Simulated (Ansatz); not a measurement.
# CH7AlGe: up Jacob's ladder to CCSD(T)

An exercise on one series of results from a longer session: the logs are not shown, and one member is left open.

Method: functionals in def2-TZVPP, the program's frozen cores in correlated methods; program: Ansatz 0.2.0, Gaussian basis.

Levels to be run: LDA (SPW92), PBE-D4, revPBE-D4, BLYP-D4, r2SCAN-D4, B97M-V, PBE0-D4, B3LYP-D4, r2SCANh-D4, r2SCAN0-D4, HSE06-D4, BHLYP-D4, CAM-B3LYP-D4, LC-ωPBE, ωB97X-V, ωB97M-V, B2PLYP, PBE-QIDH; CCSD(T)/def2-SVP; CCSD(T)/def2-TZVPP; MP2/def2-QZVPP; extrapolation to the limit; RPA on PBE.

## Structure used throughout

The geometry comes from an earlier relaxation with PBE0-D4 in a triple-zeta def2 set; it is a stationary point, not always the lowest conformer.

SMILES `[CH3][AlH][GeH3]`, 10 atoms, charge 0, spin multiplicity 1.

Atoms are counted from 1 here; the program's logs count them from 0.

Bond lengths: C1–Al2 1.951 Å, C1–H4 1.096 Å, C1–H5 1.092 Å, C1–H6 1.095 Å, Al2–Ge3 2.482 Å, Al2–H7 1.592 Å, Ge3–H8 1.544 Å, Ge3–H9 1.543 Å, Ge3–H10 1.544 Å. Angles: Al2–C1–H4 110.3°, Al2–C1–H5 113.2°, Al2–C1–H6 110.8°, H4–C1–H5 108.0°, H4–C1–H6 106.1°, H5–C1–H6 108.2°, C1–Al2–Ge3 120.6°, C1–Al2–H7 121.2°, Ge3–Al2–H7 118.2°, Al2–Ge3–H8 112.0°, Al2–Ge3–H9 114.0°, Al2–Ge3–H10 111.8°, H8–Ge3–H9 106.4°, H8–Ge3–H10 105.7°, H9–Ge3–H10 106.4°.

Geometry (Å):

```xyz
10

C    -1.2851    1.2073   -0.7918
Al    0.2409   -0.0058   -0.8716
Ge    1.0725   -1.1238    1.1821
H    -1.0587    2.0612   -0.1437
H    -1.5775    1.5947   -1.7701
H    -2.1538    0.7111   -0.3464
H     0.9891   -0.3005   -2.2452
H     1.0368   -2.6624    1.0578
H     0.2746   -0.7714    2.4545
H     2.5443   -0.7617    1.4774
```

The first run:

The input, in.yaml:

```yaml
crystal:
  periodic: [false, false, false]
  atoms:
    - {symbol: C, position_ang: [-1.285148, 1.207292, -0.791805]}
    - {symbol: Al, position_ang: [0.240946, -0.005816, -0.871579]}
    - {symbol: Ge, position_ang: [1.072503, -1.123760, 1.182053]}
    - {symbol: H, position_ang: [-1.058684, 2.061221, -0.143667]}
    - {symbol: H, position_ang: [-1.577505, 1.594729, -1.770100]}
    - {symbol: H, position_ang: [-2.153775, 0.711058, -0.346352]}
    - {symbol: H, position_ang: [0.989119, -0.300497, -2.245209]}
    - {symbol: H, position_ang: [1.036756, -2.662364, 1.057760]}
    - {symbol: H, position_ang: [0.274594, -0.771372, 2.454489]}
    - {symbol: H, position_ang: [2.544295, -0.761691, 1.477412]}
basis:
  gaussian: {orbitals: def2-TZVPP}
hamiltonian: {xc: lda}
output: {orbitals: {seedname: orbitals}}
```

Steps of the session up to this table: LDA; PBE-D4 (GGA); revPBE-D4 (GGA); BLYP-D4 (GGA); r2SCAN-D4 (meta-GGA); B97M-V (meta-GGA); PBE0-D4 (hybrid); B3LYP-D4 (hybrid); r2SCANh-D4 (hybrid); r2SCAN0-D4 (hybrid); HSE06-D4 (hybrid); BHLYP-D4 (hybrid); CAM-B3LYP-D4 (range-separated); LC-ωPBE-D4 (range-separated; the results give it without D4); ωB97X-V (range-separated); ωB97M-V (range-separated); B2PLYP (double hybrid); PBE-QIDH (double hybrid).

One table of the session follows, with a row left open; its other results are not shown here.

It belongs to the step «Orbital energies across the functionals». 

| functional | HOMO (eV) | LUMO (eV) | gap (eV) |
| --- | --- | --- | --- |
| LDA (SPW92) | -6.36 | -2.63 | 3.74 |
| PBE-D4 | ? | ? | ? |
| revPBE-D4 | -6.24 | -2.33 | 3.91 |
| BLYP-D4 | -6.14 | -2.31 | 3.83 |
| r2SCAN-D4 | -6.53 | -2.16 | 4.37 |
| B97M-V | -6.61 | -2.35 | 4.26 |
| PBE0-D4 | -7.34 | -1.68 | 5.67 |
| B3LYP-D4 | -7.15 | -1.88 | 5.28 |
| r2SCANh-D4 | -6.92 | -1.91 | 5.01 |
| r2SCAN0-D4 | -7.51 | -1.54 | 5.97 |
| HSE06-D4 | -6.95 | -2.05 | 4.91 |
| BHLYP-D4 | -8.31 | -0.91 | 7.40 |
| CAM-B3LYP-D4 | -8.59 | -0.73 | 7.86 |
| LC-ωPBE | -9.89 | 0.35 | 10.24 |
| ωB97X-V | -9.57 | 0.21 | 9.78 |
| ωB97M-V | -9.36 | -0.07 | 9.29 |

Estimate the missing values for PBE-D4.

As computed: HOMO (eV): -6.28; LUMO (eV): -2.43; gap (eV): 3.85. In the column «HOMO (eV)» it lies between LDA (SPW92) (-6.36) and revPBE-D4 (-6.24).
